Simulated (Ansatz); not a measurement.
# AsBBrH3 (SMILES [AsH2]BBr): single points off equilibrium

A test off equilibrium: a structure displaced at random from a GFN2-xTB minimum is computed at several levels, and each is set against CCSD(T).

Computed with Ansatz 0.2.0, Gaussian basis. Level: single points in def2-TZVPP.

Correlated methods freeze the cores. Filled d shells of the heavier atoms are correlated.

## 1. Starting geometry

SMILES `[AsH2]BBr`, 6 atoms, charge 0, spin multiplicity 1.

Atoms are counted from 1 here; the program's logs count them from 0.

Bond lengths: As1–B2 2.047 Å, As1–H4 1.510 Å, As1–H5 1.529 Å, B2–Br3 1.859 Å, B2–H6 1.159 Å. Angles: B2–As1–H4 94.4°, B2–As1–H5 89.5°, H4–As1–H5 91.2°, As1–B2–Br3 122.6°, As1–B2–H6 119.8°, Br3–B2–H6 117.5°.

Coordinates:

```tsv
atom	x (Å)	y (Å)	z (Å)
As1	-1.22940	0.51240	-0.04930
B2	0.56890	-0.18200	0.63830
Br3	1.24280	-1.84970	0.16910
H4	-1.29350	-0.45850	-1.20460
H5	-0.48940	1.53760	-0.90860
H6	1.16610	0.43720	1.41550
```

## 2. CCSD(T)/def2-TZVPP

run/in.yaml reads:

```yaml
crystal:
  periodic: [false, false, false]
  atoms:
    - {symbol: As, position_ang: [-1.229400, 0.512400, -0.049300]}
    - {symbol: B, position_ang: [0.568900, -0.182000, 0.638300]}
    - {symbol: Br, position_ang: [1.242800, -1.849700, 0.169100]}
    - {symbol: H, position_ang: [-1.293500, -0.458500, -1.204600]}
    - {symbol: H, position_ang: [-0.489400, 1.537600, -0.908600]}
    - {symbol: H, position_ang: [1.166100, 0.437200, 1.415500]}
basis:
  gaussian: {orbitals: def2-TZVPP}
correlation: {method: ccsd_t}
output: {forces: true}
```

The command line of these runs was not kept.

## 3. PBE0-D4/def2-TZVPP

run/in.yaml: that of step 2 with these lines changed.

```diff
@@ -11,3 +11,3 @@
   gaussian: {orbitals: def2-TZVPP}
-correlation: {method: ccsd_t}
-output: {forces: true}
+hamiltonian: {xc: pbe0, dispersion: d4}
+output: {forces: true, orbitals: {seedname: orbitals}}
```

## 4. wB97M-V/def2-TZVPP

run/in.yaml: that of step 3 with these lines changed.

```diff
@@ -11,3 +11,3 @@
   gaussian: {orbitals: def2-TZVPP}
-hamiltonian: {xc: pbe0, dispersion: d4}
-output: {forces: true, orbitals: {seedname: orbitals}}
+hamiltonian: {xc: {name: wB97M-V}}
+output: {forces: true}
```

## 5. r2SCAN-D4/def2-TZVPP

run/in.yaml: that of step 4 with these lines changed.

```diff
@@ -11,3 +11,3 @@
   gaussian: {orbitals: def2-TZVPP}
-hamiltonian: {xc: {name: wB97M-V}}
+hamiltonian: {xc: r2scan, dispersion: d4}
 output: {forces: true}
```

## 6. PBE-D4/def2-TZVPP

run/in.yaml: that of step 5 with these lines changed.

```diff
@@ -11,3 +11,3 @@
   gaussian: {orbitals: def2-TZVPP}
-hamiltonian: {xc: r2scan, dispersion: d4}
+hamiltonian: {xc: pbe, dispersion: d4}
 output: {forces: true}
```

## 7. LC-wPBE/def2-TZVPP

run/in.yaml: that of step 6 with these lines changed.

```diff
@@ -11,3 +11,3 @@
   gaussian: {orbitals: def2-TZVPP}
-hamiltonian: {xc: pbe, dispersion: d4}
+hamiltonian: {xc: {name: LC-wPBE}}
 output: {forces: true}
```

## 8. BLYP-D4/def2-TZVPP

run/in.yaml: that of step 7 with these lines changed.

```diff
@@ -11,3 +11,3 @@
   gaussian: {orbitals: def2-TZVPP}
-hamiltonian: {xc: {name: LC-wPBE}}
+hamiltonian: {xc: {name: BLYP}, dispersion: d4}
 output: {forces: true}
```

(Steps that only read results are left out.)

**Question.** What will these runs give? Wanted: energy less free atoms, CCSD(T)/def2-TZVPP; RMS force component; RMS force error; HOMO and LUMO, PBE0-D4; T1 diagnostic.

As calculated:

| quantity | value |
| --- | --- |
| energy less free atoms, CCSD(T)/def2-TZVPP | -1604.2 kJ/mol |
| RMS force component | 0.388 to 0.450 eV/Å over the methods |
| RMS force error | PBE0-D4 0.064, wB97M-V 0.040, r2SCAN-D4 0.039, PBE-D4 0.164, LC-wPBE 0.143, BLYP-D4 0.195 eV/Å |
| HOMO and LUMO, PBE0-D4 | -7.39 and -1.97 eV |
| T1 diagnostic | 0.012 |

In words: Against CCSD(T) the functionals' energies less atoms differ by -75.6 to -12.9 kJ/mol, PBE-D4 by -75.6 kJ/mol. CCSD(T) in triple zeta still lacks some correlation energy of the bonds, so part of these gaps is its own basis error and they don't rank the functionals. On forces the order runs from r2SCAN-D4 to BLYP-D4. Frozen-core CCSD(T) forces in triple zeta carry basis errors of their own, and this is one geometry, so small gaps rank nothing.
